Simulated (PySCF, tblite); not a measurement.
**CH7PSi2, a small gas-phase stand-in for a defect centre: NMR shifts, core binding energies and electronic excitations**

What NMR shifts, core binding energies and electronic excitations should one expect for `[SiH3][C]P[SiH3]`? It is drawn as: twofold C.

Programs: tblite 0.8.0 and PySCF 2.14.0. All values are calculated, for the isolated system unless a continuum is named. Atoms count from 0, parts from 1.

### Step 1. The system as given

11 atoms, charge 0, multiplicity 1; geometry: distance geometry start.

### Step 2. Relaxing the cluster with GFN2-xTB

What the job is given:

```
{"job": {"kind": "relax", "xc": "GFN2-xTB", "basis": "xTB"}, "charge": 0, "multiplicity": 1}
C      1.201136     0.489870    -1.049640
Si     2.057913    -0.434777     0.334603
P     -0.310693     1.254071    -0.306049
Si    -1.970224    -0.214305    -0.130014
H      1.079747    -1.372815     0.917891
H      2.359732     0.558760     1.381565
H      3.277604    -1.112783    -0.140430
H     -0.714631     2.510318    -0.847142
H     -3.238143     0.487350     0.144800
H     -1.715131    -1.104238     1.032513
H     -2.043840    -1.081517    -1.294485
```

With the program's defaults for keys left out, this is: GFN2-xTB geometry optimisation, gas phase.

Run with:

```
$ OMP_NUM_THREADS=1 python cluster_run.py task.json out
```

This one command runs all jobs of the session in turn.

Output:

```text
step      E/eV     max force
  0    -313.77641    3.284
  1    -314.02085    2.386
  2    -314.03073    4.974
  3    -314.22808    1.222
  4    -314.28464    1.046
  5    -314.48267    1.373
  6    -314.55026    0.793
  7    -314.57449    0.524
  8    -314.59613    0.493
  9    -314.62769    0.791
 10    -314.65266    0.794
 11    -314.68027    0.510
 12    -314.69980    0.407
 13    -314.71758    0.489
 14    -314.73308    0.381
 15    -314.74439    0.363
 16    -314.75754    0.342
 17    -314.77440    0.519
 18    -314.79171    0.481
 19    -314.80588    0.287
 20    -314.81417    0.273
 21    -314.81901    0.236
 22    -314.82299    0.191
 23    -314.82728    0.175
 24    -314.83204    0.148
 25    -314.83606    0.131
 26    -314.83829    0.110
 27    -314.83928    0.137
 28    -314.83998    0.062
 29    -314.84072    0.068
 30    -314.84173    0.072
 31    -314.84245    0.076
 32    -314.84318    0.085
 33    -314.84406    0.107
 34    -314.84530    0.118
 35    -314.84662    0.120
 36    -314.84758    0.091
 37    -314.84809    0.068
 38    -314.84843    0.069
 39    -314.84900    0.075
 40    -314.85003    0.118
 41    -314.85146    0.146
 42    -314.85261    0.108
 43    -314.85315    0.051
 44    -314.85342    0.049
 45    -314.85376    0.056
 46    -314.85439    0.090
 47    -314.85538    0.118
 48    -314.85643    0.114
 49    -314.85708    0.136
 50    -314.85760    0.038
 51    -314.85779    0.054
 52    -314.85795    0.037
 53    -314.85819    0.028
 54    -314.85833    0.024
 55    -314.85847    0.030
 56    -314.85859    0.042
 57    -314.85871    0.038
 58    -314.85883    0.035
 59    -314.85890    0.017
 60    -314.85893    0.014
 61    -314.85895    0.015
 62    -314.85899    0.018
 63    -314.85904    0.023
 64    -314.85909    0.026
 65    -314.85915    0.035
 66    -314.85920    0.035
 67    -314.85925    0.027
 68    -314.85930    0.019
 69    -314.85936    0.030
 70    -314.85943    0.038
 71    -314.85955    0.048
 72    -314.85972    0.049
 73    -314.85990    0.037
 74    -314.86000    0.023
 75    -314.86005    0.019
 76    -314.86010    0.025
 77    -314.86017    0.036
 78    -314.86027    0.036
 79    -314.86034    0.021
 80    -314.86037    0.010
 81    -314.86038    0.010
 82    -314.86039    0.008
 83    -314.86040    0.008
```

Wall time 1.6 s (1 thread of Intel Xeon 6975P-C, shared host).

The steps of the relaxation:

```tsv
step	energy from step 0 (eV)	largest force (eV/Å)
0	0.0000	3.2838
3	-0.4517	1.2227
6	-0.7738	0.7932
9	-0.8513	0.7906
12	-0.9234	0.4064
15	-0.9680	0.3622
18	-1.0153	0.4814
21	-1.0426	0.2359
24	-1.0556	0.1480
27	-1.0629	0.1372
30	-1.0653	0.0714
33	-1.0677	0.1064
36	-1.0712	0.0921
39	-1.0726	0.0757
42	-1.0762	0.1085
45	-1.0774	0.0559
48	-1.0800	0.1140
51	-1.0814	0.0538
54	-1.0819	0.0249
57	-1.0823	0.0381
60	-1.0825	0.0141
63	-1.0826	0.0236
66	-1.0828	0.0350
69	-1.0829	0.0292
72	-1.0833	0.0493
75	-1.0836	0.0185
78	-1.0839	0.0358
81	-1.0840	0.0095
83	-1.0840	0.0078
```

Close pairs (by a distance rule), those that changed most:

```tsv
bond	before (Å)	after (Å)	change (Å)
C0–P2	1.850	1.643	-0.207
P2–Si3	2.223	2.260	+0.037
P2–H7	1.426	1.395	-0.032
Si3–H9	1.486	1.462	-0.024
Si3–H8	1.475	1.463	-0.012
Si3–H10	1.454	1.465	+0.011
Si1–H5	1.475	1.466	-0.009
Si1–H6	1.474	1.466	-0.008
```

### Step 3. Relaxing the molecule at PBE0-D3(BJ)/def2-SVP

What the job is given:

```
{"job": {"xc": "PBE0", "basis": "def2-SVP", "d3": "d3bj", "grid": 2, "kind": "geom", "shake": 0.01}, "charge": 0, "multiplicity": 1}
C      1.313928     1.012157    -0.406126
Si     2.177923    -0.354245     0.478810
P     -0.362698     0.990775    -0.565931
Si    -2.157448    -0.241757    -0.160540
H      1.411594    -1.496307     0.998318
H      2.880983     0.270616     1.609057
H      3.165757    -0.890547    -0.474622
H     -0.759194     2.109732    -1.285867
H     -3.284541     0.705865     0.098604
H     -1.890462    -1.047959     1.037456
H     -2.463154    -1.086831    -1.318859
```

Output:

```text
step   0  E = -961.78640385  max force = 0.048611
step   1  E = -961.79192491  max force = 0.028127
step   2  E = -961.79337782  max force = 0.008354
step   3  E = -961.79411566  max force = 0.003390
step   4  E = -961.79422065  max force = 0.001238
step   5  E = -961.79426295  max force = 0.000607
step   6  E = -961.79428641  max force = 0.000732
step   7  E = -961.79429558  max force = 0.000389
optimisation converged
```

Wall time 31 s (1 thread of Intel Xeon 6975P-C, shared host); peak memory 0.53 GiB.

Relaxation path:

```tsv
step	energy from step 0 (eV)	largest force component (eV/Å)
0	0.0000	2.4997
1	-0.1502	1.4463
2	-0.1898	0.4296
3	-0.2098	0.1743
4	-0.2127	0.0637
5	-0.2139	0.0312
6	-0.2145	0.0376
7	-0.2147	0.0200
```

Distances of close pairs at the start and the end, largest changes first:

```tsv
bond	before (Å)	after (Å)	change (Å)
C0–P2	1.684	1.621	-0.064
P2–Si3	2.215	2.276	+0.061
Si1–H4	1.470	1.506	+0.036
P2–H7	1.388	1.420	+0.031
Si3–H10	1.466	1.492	+0.025
Si1–H5	1.470	1.496	+0.025
Si1–H6	1.474	1.496	+0.022
Si3–H9	1.468	1.488	+0.019
```

The end geometry stands in the next job.

```tsv
at the end point	value
point group (found at 0.08 Å tolerance)	C1
rotational constants (GHz, main isotopes)	6.135, 1.584, 1.297
dipole moment (D)	3.52
```

### Step 4. NMR shieldings: PBE0/pcSseg-2

What the job is given:

```
{"job": {"kind": "nmr", "xc": "PBE0", "basis": "pcSseg-2"}, "charge": 0, "multiplicity": 1}
C      1.256638     1.004042    -0.396696
Si     2.102719    -0.376432     0.478003
P     -0.336943     1.139934    -0.658700
Si    -2.072855    -0.237595    -0.140880
H      1.247208    -1.505815     0.989275
H      2.831227     0.195807     1.652213
H      3.102174    -0.972012    -0.462122
H     -0.818776     2.274365    -1.363252
H     -3.270335     0.609942     0.134768
H     -1.659169    -1.007664     1.063174
H     -2.349196    -1.153073    -1.285488
```

Method: GIAO PBE0/pcSseg-2 NMR shielding, non-relativistic, gas phase.

Output:

```text
coarse grid: 10304 points
cycle   1  E = -962.0855885986  dE =  6.672e-02  |g| = 5.094e-01  |ddm| = 2.488e+00
cycle   2  E = -961.7415643071  dE =  3.440e-01  |g| = 1.112e+00  |ddm| = 2.224e+00
cycle   3  E = -962.1584000373  dE = -4.168e-01  |g| = 7.307e-02  |ddm| = 1.914e+00
cycle   4  E = -962.1599061188  dE = -1.506e-03  |g| = 2.556e-02  |ddm| = 9.267e-02
cycle   5  E = -962.1600673849  dE = -1.613e-04  |g| = 7.771e-03  |ddm| = 3.674e-02
cycle   6  E = -962.1600839612  dE = -1.658e-05  |g| = 2.297e-03  |ddm| = 1.003e-02
cycle   7  E = -962.1600856511  dE = -1.690e-06  |g| = 6.760e-04  |ddm| = 3.864e-03
final grid: 84592 points
cycle   8  E = -962.1727085025  dE = -3.244e-05  |g| = 4.872e-03  |ddm| = 2.101e-02
cycle   9  E = -962.1726863643  dE =  2.214e-05  |g| = 9.861e-03  |ddm| = 1.212e-02
cycle  10  E = -962.1727140719  dE = -2.771e-05  |g| = 1.162e-03  |ddm| = 9.857e-03
cycle  11  E = -962.1727144704  dE = -3.985e-07  |g| = 2.325e-04  |ddm| = 1.576e-03
cycle  12  E = -962.1727144846  dE = -1.416e-08  |g| = 6.127e-05  |ddm| = 2.781e-04
cycle  13  E = -962.1727144858  dE = -1.275e-09  |g| = 1.378e-05  |ddm| = 8.372e-05
cycle  14  E = -962.1727144859  dE = -5.025e-11  |g| = 1.812e-06  |ddm| = 1.790e-05
converged SCF energy = -962.1727144859

GIAO shielding tensors (ppm)
atom      isotropic    diamagn.    paramagn.     s11        s22        s33       span
  0 C     -280.552     255.843    -536.395   -871.587   -223.364    253.295   1124.882
  1 Si     419.696     878.618    -458.922    382.719    408.976    467.393     84.674
  2 P      335.842     970.062    -634.220    -81.287    335.238    753.574    834.861
  3 Si     443.687     879.942    -436.255    430.745    445.693    454.623     23.878
  4 H       26.037      30.298      -4.261     22.785     25.845     29.481      6.696
  5 H       25.713      28.440      -2.727     23.632     24.504     29.004      5.372
  6 H       25.664      28.461      -2.796     23.587     24.512     28.895      5.308
  7 H       22.350      28.834      -6.483     18.568     21.190     27.293      8.724
  8 H       27.258      28.803      -1.544     24.769     25.296     31.710      6.941
  9 H       26.759      30.292      -3.533     23.606     26.385     30.286      6.680
 10 H       27.100      29.301      -2.202     24.509     25.294     31.496      6.986
```

Run time: 29 s. Hardware: 1 thread of Intel Xeon 6975P-C, shared host; peak memory 1.1 GiB.

Shifts follow as δ = σ(reference) − σ, with reference shieldings (ppm) from runs at the same level and on the same kind of geometry: 1H TMS 31.25, 13C TMS 184.1, 29Si TMS 341.3, 31P H3PO4 296.6. The references are single molecules in the gas phase, so shifts against H2O, NH3, PH3, H3PO4 or CFCl3 are not on the usual liquid scales and can be off by tens of ppm.

```tsv
atoms	environment	σ (ppm)	δ (ppm)
C0	carbon bonded to P, Si	-280.6	464.7
H7	hydrogen on a phosphorus bonded to C, Si	22.35	8.89
H6	hydrogen on a silicon bonded to C	25.66	5.58
H5	hydrogen on a silicon bonded to C	25.71	5.53
H4	hydrogen on a silicon bonded to C	26.04	5.21
H9	hydrogen on a silicon bonded to P	26.76	4.49
H10	hydrogen on a silicon bonded to P	27.10	4.15
H8	hydrogen on a silicon bonded to P	27.26	3.99
Si1	silicon bonded to C, 3 H	419.7	-78.4
Si3	silicon bonded to P, 3 H	443.7	-102.4
P2	phosphorus bonded to C, Si, H	335.8	-39.3
```

The run also stored atomic charges by several schemes (e):

```tsv
atoms	Mulliken	IAO	Hirshfeld	ESP fit
C0	-0.33	-0.74	-0.28	-0.60
Si1	0.55	0.61	0.27	0.52
P2	0.01	0.43	0.13	0.28
Si3	0.42	0.37	0.28	0.21
```

Mayer bond orders: C0–Si1 0.96, C0–P2 1.97, P2–Si3 0.82.

### Step 5. X-ray photoelectron lines: SCAN, X2C

The job, as its differences from that of step 4:

```diff
@@ -1,2 +1,2 @@
-{"job": {"kind": "nmr", "xc": "PBE0", "basis": "pcSseg-2"}, "charge": 0, "multiplicity": 1}
+{"job": {"kind": "xps", "holes": 5}, "charge": 0, "multiplicity": 1}
 C      1.256638     1.004042    -0.396696
```

Level: delta-SCF UKS SCAN, pcX-2 on the ionised atom, pcseg-1 elsewhere, spin-free X2C.

Output:

```text
ground state, core basis on atom 0 (C), 134 functions
  cycle   1  E = -964.25638724  |g| = 5.51e-01
  cycle   2  E = -963.36631192  |g| = 1.56e+00
  cycle   3  E = -964.35065335  |g| = 9.24e-02
  cycle   4  E = -964.35308484  |g| = 5.72e-02
  cycle   5  E = -964.35437103  |g| = 1.39e-02
  cycle   6  E = -964.35443688  |g| = 5.65e-03
  cycle   7  E = -964.35445083  |g| = 1.03e-03
  cycle   8  E = -964.35445121  |g| = 1.52e-04
  E(ground) = -964.44070908 Eh
hole in C 1s of atom 0
  cycle   1  E = -953.09927544  |g| = 1.51e+00
  cycle   2  E = -951.01996137  |g| = 2.35e+00
  cycle   3  E = -953.47696805  |g| = 6.13e-01
  cycle   4  E = -953.54174346  |g| = 5.42e-01
  cycle   5  E = -953.68655956  |g| = 1.86e-01
  cycle   6  E = -953.71567731  |g| = 4.86e-02
  cycle   7  E = -953.71843784  |g| = 1.77e-02
  cycle   8  E = -953.71935884  |g| = 1.38e-02
  cycle   9  E = -953.72017735  |g| = 7.73e-03
  cycle  10  E = -953.72026293  |g| = 4.35e-03
  cycle  11  E = -953.72030531  |g| = 1.58e-03
  cycle  12  E = -953.72030650  |g| = 5.86e-04
  cycle  13  E = -953.72030654  |g| = 2.82e-04
  E(ion) = -953.80558972 Eh   <S^2> = 1.0197   hole on atom = 1.000   binding energy = 289.396 eV
ground state, core basis on atom 1 (Si), 145 functions
  cycle   1  E = -964.44638751  |g| = 2.87e-01
  cycle   2  E = -964.44599840  |g| = 5.31e-02
  cycle   3  E = -964.44185723  |g| = 1.20e-01
  cycle   4  E = -964.44647918  |g| = 2.29e-02
  cycle   5  E = -964.44661900  |g| = 1.95e-03
  cycle   6  E = -964.44662176  |g| = 3.80e-04
  E(ground) = -964.49124919 Eh
hole in Si 2p of atom 1
  cycle   1  E = -960.18758642  |g| = 1.23e+00
  cycle   2  E = -959.83416593  |g| = 1.21e+00
  cycle   3  E = -960.34233626  |g| = 4.76e-01
  cycle   4  E = -960.45859321  |g| = 3.12e-01
  cycle   5  E = -960.51060140  |g| = 1.22e-01
  cycle   6  E = -960.51987017  |g| = 2.95e-02
  cycle   7  E = -960.52055615  |g| = 5.52e-03
  cycle   8  E = -960.52057606  |g| = 1.89e-03
  cycle   9  E = -960.52057931  |g| = 5.11e-04
  cycle  10  E = -960.52057951  |g| = 2.63e-04
  E(ion) = -960.57641395 Eh   <S^2> = 0.7524   hole on atom = 1.003   binding energy = 106.528 eV
  2p3/2 = 106.316 eV   2p1/2 = 106.939 eV
ground state, core basis on atom 2 (P), 145 functions
  cycle   1  E = -964.46944250  |g| = 3.40e-01
  cycle   2  E = -964.46652828  |g| = 1.01e-01
  cycle   3  E = -964.44339481  |g| = 2.85e-01
  cycle   4  E = -964.46995547  |g| = 1.22e-02
  cycle   5  E = -964.47000803  |g| = 4.99e-03
  cycle   6  E = -964.47001357  |g| = 7.90e-04
  cycle   7  E = -964.47001732  |g| = 3.14e-04
  E(ground) = -964.52640223 Eh
hole in P 2p of atom 2
  cycle   1  E = -959.01359497  |g| = 1.40e+00
  cycle   2  E = -957.88385903  |g| = 1.75e+00
  cycle   3  E = -959.16562488  |g| = 5.47e-01
  cycle   4  E = -959.33988355  |g| = 3.52e-01
  cycle   5  E = -959.36463274  |g| = 2.86e-01
  cycle   6  E = -959.42046064  |g| = 1.47e-02
  cycle   7  E = -959.42057139  |g| = 6.51e-03
  cycle   8  E = -959.42060367  |g| = 2.32e-03
  cycle   9  E = -959.42061077  |g| = 1.15e-03
  cycle  10  E = -959.42061318  |g| = 6.80e-04
  cycle  11  E = -959.42061418  |g| = 2.14e-04
  E(ion) = -959.48601451 Eh   <S^2> = 0.7546   hole on atom = 1.002   binding energy = 137.156 eV
  2p3/2 = 136.891 eV   2p1/2 = 137.779 eV
ground state, core basis on atom 3 (Si), 145 functions
  cycle   1  E = -964.44259919  |g| = 2.91e-01
  cycle   2  E = -964.43671802  |g| = 1.45e-01
  cycle   3  E = -964.41376041  |g| = 2.92e-01
  cycle   4  E = -964.44339734  |g| = 2.56e-02
  cycle   5  E = -964.44363056  |g| = 6.24e-03
  cycle   6  E = -964.44364221  |g| = 1.03e-03
  cycle   7  E = -964.44364135  |g| = 3.07e-04
  E(ground) = -964.48877110 Eh
hole in Si 2p of atom 3
  cycle   1  E = -960.14303763  |g| = 1.23e+00
  cycle   2  E = -958.92638812  |g| = 1.60e+00
  cycle   3  E = -959.65712396  |g| = 1.08e+00
  cycle   4  E = -960.45506676  |g| = 2.09e-01
  cycle   5  E = -960.47246225  |g| = 1.23e-01
  cycle   6  E = -960.48320711  |g| = 3.93e-02
  cycle   7  E = -960.48444090  |g| = 9.84e-03
  cycle   8  E = -960.48450721  |g| = 3.08e-03
  cycle   9  E = -960.48451599  |g| = 9.22e-04
  cycle  10  E = -960.48451745  |g| = 4.81e-04
  E(ion) = -960.54076778 Eh   <S^2> = 0.7568   hole on atom = 1.002   binding energy = 107.431 eV
  2p3/2 = 107.199 eV   2p1/2 = 107.822 eV
```

Wall time 15 s (1 thread of Intel Xeon 6975P-C, shared host); peak memory 0.53 GiB.

The holes in one table. −ε is the ground-state orbital energy:

```tsv
hole	stands for	environment	ΔSCF (eV; 2p as the shell's mean)	−ε (eV)	⟨S²⟩
C1s on C0	C0	carbon bonded to P, Si	289.40 (doubtful)	273.9	1.020
Si2p on Si1	Si1	silicon bonded to C, 3 H	106.52	96.0	0.752
P2p on P2	P2	phosphorus bonded to C, Si, H	137.19	126.6	0.755
Si2p on Si3	Si3	silicon bonded to P, 3 H	107.41	97.1	0.757
```

Doubtful: the ion did not converge, its hole moved, or its ⟨S²⟩ is well above 0.75.

With the spin-orbit splitting: Si1 2p3/2 106.32, 2p1/2 106.94 eV; P2 2p3/2 136.89, 2p1/2 137.78 eV; Si3 2p3/2 107.20, 2p1/2 107.82 eV. The table gives each 2p level as the mean over the whole 2p shell (two parts 2p3/2, one part 2p1/2), which differs a little from the single hole in the log.

### Step 6. Ultraviolet spectrum: CAM-B3LYP/def2-SVPD

The job, as its differences from that of step 5:

```diff
@@ -1,2 +1,2 @@
-{"job": {"kind": "xps", "holes": 5}, "charge": 0, "multiplicity": 1}
+{"job": {"kind": "uv", "xc": "CAM-B3LYP", "basis": "def2-SVPD", "nstates": 6, "ntriplets": 2, "ip": true}, "charge": 0, "multiplicity": 1}
 C      1.256638     1.004042    -0.396696
```

With the program's defaults for keys left out, this is: TDDFT CAM-B3LYP/def2-SVPD, vertical, gas phase, core orbitals frozen in the response.

Output:

```text
coarse grid: 10304 points
cycle   1  E = -962.0246235460  dE =  3.300e-02  |g| = 4.192e-01  |ddm| = 3.773e+00
cycle   2  E = -961.9506656094  dE =  7.396e-02  |g| = 6.446e-01  |ddm| = 1.517e+00
cycle   3  E = -962.0844257726  dE = -1.338e-01  |g| = 4.017e-02  |ddm| = 1.096e+00
cycle   4  E = -962.0852193117  dE = -7.935e-04  |g| = 1.367e-02  |ddm| = 1.314e-01
cycle   5  E = -962.0853152714  dE = -9.596e-05  |g| = 3.393e-03  |ddm| = 4.438e-02
cycle   6  E = -962.0853263493  dE = -1.108e-05  |g| = 1.588e-03  |ddm| = 1.569e-02
cycle   7  E = -962.0853287663  dE = -2.417e-06  |g| = 3.646e-04  |ddm| = 8.967e-03
final grid: 84592 points
cycle   8  E = -962.2051492860  dE = -4.645e-06  |g| = 5.299e-04  |ddm| = 2.275e-02
cycle   9  E = -962.2051493337  dE = -4.774e-08  |g| = 4.821e-04  |ddm| = 2.854e-03
cycle  10  E = -962.2051493963  dE = -6.255e-08  |g| = 1.726e-04  |ddm| = 1.041e-03
cycle  11  E = -962.2051494059  dE = -9.618e-09  |g| = 5.688e-05  |ddm| = 3.344e-04
cycle  12  E = -962.2051494072  dE = -1.324e-09  |g| = 9.168e-06  |ddm| = 1.437e-04
cycle  13  E = -962.2051494074  dE = -1.444e-10  |g| = 4.557e-06  |ddm| = 5.062e-05
converged SCF energy = -962.2051494074

Static polarisability (au): isotropic 101.596, principal 74.829 93.576 136.383

Singlet excitations
state   eV       nm        f      main configurations
  1   2.1676    572.0   0.00050   H->L 0.98
  2   4.7204    262.7   0.02665   H-1->L 0.38, H->L+1 0.34, H->L+2 0.12
  3   5.1270    241.8   0.03418   H->L+1 0.41, H->L+2 0.41, H->L+3 0.11
  4   5.3940    229.9   0.29676   H-1->L 0.50, H->L+2 0.14, H->L+1 0.13
  5   5.7099    217.1   0.00140   H->L+3 0.65, H->L+2 0.23
  6   6.0246    205.8   0.00626   H-2->L 0.60, H-4->L 0.32

Triplet excitations (Tamm-Dancoff, eV): 1.4707 3.0297
Vertical ionisation energy (delta-SCF) = 7.8658 eV
Vertical electron affinity (delta-SCF) = 0.6054 eV
```

Wall time 29 s (1 thread of Intel Xeon 6975P-C, shared host); peak memory 0.76 GiB.

Frontier orbitals and where they lie:

```tsv
orbital	eV	atoms
HOMO−3	-11.10	Si1 39 %, H5 23 %, H6 21 %
HOMO−2	-10.67	Si1 37 %, H4 16 %, H6 14 %
HOMO−1	-9.13	P2 44 %, C0 29 %, Si1 8 %
HOMO	-7.45	C0 57 %, P2 17 %, Si1 10 %
LUMO	-1.13	C0 38 %, P2 32 %, Si3 10 %
LUMO+1	0.37	Si3 36 %, P2 18 %, H8 11 %
LUMO+2	0.71	Si3 32 %, P2 17 %, Si1 12 %
```

With each of the 6 states as a Gaussian band of 0.4 eV half-width at 1/e, the curve within the window shown has maxima at 231 nm (ε 13,000) L/(mol cm). Beyond the last state computed it falls off for lack of states. The curve at chosen wavelengths:

```csv
nm,ε (L/mol/cm)
196,204
220,8799
244,8354
267,1713
291,304
315,23
339,1
362,0
386,0
410,0
434,1
457,3
481,7
505,12
529,17
552,19
576,20
600,19
624,17
647,14
671,11
695,8
719,6
742,4
766,3
790,2
```

Ground-state properties from the same run:

```tsv
property	computed
dipole moment (D)	3.72
polarisability (Å³)	15.05
HOMO–LUMO gap (eV)	6.31
−ε(HOMO) (eV)	7.45
```

### Step 7. Summary of results

| quantity | value |
| --- | --- |
| point group | C1 |
| rotational constants (main isotopes) | 6.13, 1.58, 1.30 GHz |
| 13C shifts against TMS (PBE0/pcSseg-2) | 464.7 ppm |
| 1H shifts against TMS (PBE0/pcSseg-2) | 8.89, 5.58, 5.53, 5.21, 4.49, 4.15, 3.99 ppm |
| 29Si shifts against TMS (PBE0/pcSseg-2) | -78.4, -102.4 ppm |
| 31P shifts against H3PO4 (PBE0/pcSseg-2) | -39.3 ppm |
| Si2p binding energies, SCAN/pcX-2 | Si3 107.41, Si1 106.52 eV |
| P2p binding energies, SCAN/pcX-2 | P2 137.19 eV |
| lowest singlet (CAM-B3LYP/def2-SVPD) | 2.17 eV (572 nm), f = 0.001 |
| brightest single state of those computed | state 4, 5.39 eV, f = 0.297 |
| lowest triplet | 1.47 eV |
| vertical ionisation energy (ΔSCF) | 7.87 eV |
| vertical electron affinity (ΔSCF) | 0.61 eV |

**Reading.** The start of the PBE0/def2-SVP relaxation was shaken at random by about 0.01 Å, so part of the energy gained, and of the first lengths quoted, undoes that. The optimisation took 7 steps and gained 0.215 eV; among the close pairs (by a distance rule), C0–P2 changed most, from 1.684 to 1.621 Å (PBE0/def2-SVP). Hydrogens of an XH3 group are listed apart at this fixed geometry; free rotation makes them one line at their mean. At PBE0/pcSseg-2: Shielding is most anisotropic at C0 (span 1125 ppm, paramagnetic term -536 ppm). At SCAN/pcX-2: The Si2p levels kept as sound span 0.88 eV, from Si1 (silicon bonded to C, 3 H) up to Si3 (silicon bonded to P, 3 H). The first singlet state (HOMO→LUMO 0.98) lies at 2.17 eV and is dark; of the 6 states computed, the strongest absorption comes from state 4 at 5.39 eV. The lowest triplet lies 0.70 eV below the lowest singlet (triplets in Tamm-Dancoff, singlets in full TDDFT). The orbital energy would give 7.45 eV for ionisation, ΔSCF gives 7.87 eV. A capped cluster stands for the solid here, so long-range fields and strain are missing, and bands or shifts of the capping hydrogens have no counterpart in it.
